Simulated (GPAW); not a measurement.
Input of a GPAW 26.7.0 run:

run.py

```python
import numpy as np
from ase import Atoms
from ase.dft.bandgap import bandgap
from ase.io import write
from ase.units import GPa
from gpaw import GPAW, PW
from gpaw.spinorbit import soc_eigenstates

atoms = Atoms(['Te', 'Te', 'Te', 'Te', 'Mo', 'Mo'],
              cell=[[3.5182, 0.0, 0.0],
                    [-1.7591, 3.0468505756, 0.0],
                    [0.0, 0.0, 13.9736]],
              scaled_positions=[[0.3333333333, 0.6666666667, 0.621],
                                [0.6666666667, 0.3333333333, 0.121],
                                [0.3333333333, 0.6666666667, 0.879],
                                [0.6666666667, 0.3333333333, 0.379],
                                [0.3333333333, 0.6666666667, 0.25],
                                [0.6666666667, 0.3333333333, 0.75]],
              pbc=True)

calc = GPAW(mode=PW(600),
            xc='LDA',
            kpts={'size': (6, 6, 2), 'gamma': True},
            occupations={'name': 'fermi-dirac', 'width': 0.05},
            nbands=46,
            convergence={'density': 1e-05, 'energy': 1e-05},
            maxiter=150,
            txt='gpaw.txt')
atoms.calc = calc
energy = atoms.get_potential_energy()
forces = atoms.get_forces()
stress = atoms.get_stress()
calc.write('gs.gpw')
write('result.traj', atoms)
print(f'Energy: {energy:.6f} eV')
print('Forces (eV/A):')
print(forces.round(4))
print('Stress (GPa):', (stress / GPa).round(3))
print('Fermi level:', round(calc.get_fermi_level(), 4), 'eV')
print(f'Gap: {bandgap(calc)[0]:.4f} eV, direct: {bandgap(calc, direct=True)[0]:.4f} eV')

path = atoms.cell.bandpath('GMKGALHA,LM,KH', npoints=60, eps=1e-4)
bs_calc = calc.fixed_density(kpts=path, symmetry='off', nbands=73,
                             convergence={'bands': 'CBM+6.0', 'eigenstates': 1e-6}, txt='bands.txt')
bs = bs_calc.band_structure()
bs.write('bs.json')
print(f'Gap on the path: {bandgap(bs_calc)[0]:.4f} eV')

soc = soc_eigenstates(bs_calc, theta=0, phi=0)
np.savetxt('soc_bands.dat', soc.eigenvalues(), fmt='%.4f')
mesh = soc_eigenstates('gs.gpw', theta=0, phi=0)
np.savetxt('soc_mesh.dat', mesh.eigenvalues(), fmt='%.4f')
print('Fermi level with spin-orbit coupling:', round(mesh.fermi_level, 4), 'eV')
```

Potentials or basis: the program's PAW data sets (release 1.2.1) made for this functional, pw.

Command:

```console
$ OMP_NUM_THREADS=1 python run.py
```

Question: Estimate the largest force.

Answer: 0.388 eV/Å.

Question: Estimate the band gap along the path.

Answer: 0.69 eV, indirect (least direct gap 0.95 eV).

Stress tensor (GPa, compression positive):
```
-3.79  0.00  0.00
 0.00 -3.79  0.00
 0.00  0.00 -3.91
```

Caveat: spin-orbit coupling was added after a scalar SCF, so levels and gaps hold it while energy, forces, pressure and moments don't; this program's spin-orbit splittings come out too wide for heavy elements; the mesh misses the band edges, which the band path finds closer together.

**What was measured.**

“Broadband infrared study of pressure-tunable Fano resonance and metallization transition in 2H-MoTe2”, 2022, pmc:9569381 quotes, for a bulk crystal of Te2Mo at 300 K: band gap 0.88 ± 0.05 eV (indirect).

Against the measured gap of Te2Mo, 0.88 eV (indirect; 300 K; quoted in “Broadband infrared study of pressure-tunable Fano resonance and metallization transition in 2H-MoTe2”, 2022, pmc:9569381), the calculated 0.69 eV is off by -0.19 eV. The value is that of LDA, without temperature or zero-point motion. Semilocal functionals fall short of measured gaps as a rule.
